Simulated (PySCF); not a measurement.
**How the numerical set-up moves the result for ZnN (quartet)**

The method stays; parts of the set-up, such as the basis or the Hamiltonian, are changed.

Program: PySCF 2.14.0. Level of theory: method and basis as typed in the scripts. These are calculated values, not measurements.

3 further runs of the same task are left out: 3 that didn't finish.

## 1. Where the work starts

ZnN (quartet): 2 atoms, charge 0, spin multiplicity 4.

Bond lengths: Zn1–N2 1.937 Å.

## 2. The run that the others are compared with

The input, input.py:

```python
from pyscf import gto, scf

mol = gto.M(
    atom='Zn 0 0 0; N 0 0 1.937',
    basis='jorge-dzp-dkh',
    charge=0,
    spin=3,
    verbose=3,
)
mf = scf.UHF(mol)
mf = mf.sfx2c1e()
mf.kernel()
mf.dip_moment()
print('orbital energies (hartree):', [e[max(0, n-3):n+3].round(4) for e, n in zip(mf.mo_energy, mol.nelec)])
```

The run is started by

```bash
$ OMP_NUM_THREADS=1 python input.py
```

The log of this run is left out.

Base result: E(SCF) = -1848.480974 Eh, ⟨S²⟩ = 3.808, μ = 1.63 D.

The bond length is a typed value, not an optimised one. The quartet is typed in the script; nothing here shows that it is the ground state.

## 3. Cartesian functions on

Variant 1 changes Cartesian functions: off → on.

The input, input.py:

```python
from pyscf import gto, scf

mol = gto.M(
    atom='Zn 0 0 0; N 0 0 1.937',
    basis='jorge-dzp-dkh',
    charge=0,
    spin=3,
    cart=True,
    verbose=3,
)
mf = scf.UHF(mol)
mf = mf.sfx2c1e()
mf.kernel()
mf.dip_moment()
print('orbital energies (hartree):', [e[max(0, n-3):n+3].round(4) for e, n in zip(mf.mo_energy, mol.nelec)])
```

The run is started by

```bash
$ OMP_NUM_THREADS=1 python input.py
```

## 4. Spin-free X2C off

Variant 2 changes spin-free X2C: on → off.

input.py: that of step 2 with these lines changed.

```diff
@@ -10,3 +10,2 @@
 mf = scf.UHF(mol)
-mf = mf.sfx2c1e()
 mf.kernel()
```

## 5. Def2-svpd (X2C off)

Variant 3 changes basis set: jorge-dzp-dkh → def2-svpd; spin-free X2C: on → off.

input.py: that of step 2 with these lines changed.

```diff
@@ -4,3 +4,3 @@
     atom='Zn 0 0 0; N 0 0 1.937',
-    basis='jorge-dzp-dkh',
+    basis='def2-svpd',
     charge=0,
@@ -10,3 +10,2 @@
 mf = scf.UHF(mol)
-mf = mf.sfx2c1e()
 mf.kernel()
```

Before running it: what results should come out? Wanted: for each run, E(SCF); from base; gap, α spin; SCF dipole.

As calculated:

```
                            run  E(SCF) (hartree)  from base (eV)  gap, α spin (eV)  SCF dipole (D)  functions
                           base      -1848.480974               0              9.76            1.63         58
         Cartesian functions on      -1848.492335         -0.3091              9.77            1.63        n/a
spin-free X2C off (poor choice)      -1827.110594  not comparable              9.59            1.86         58
            def2-svpd (X2C off)      -1831.877578  not comparable              9.42            1.82         54
```

What this shows: Rows marked «poor choice» come from settings spoiled on purpose.
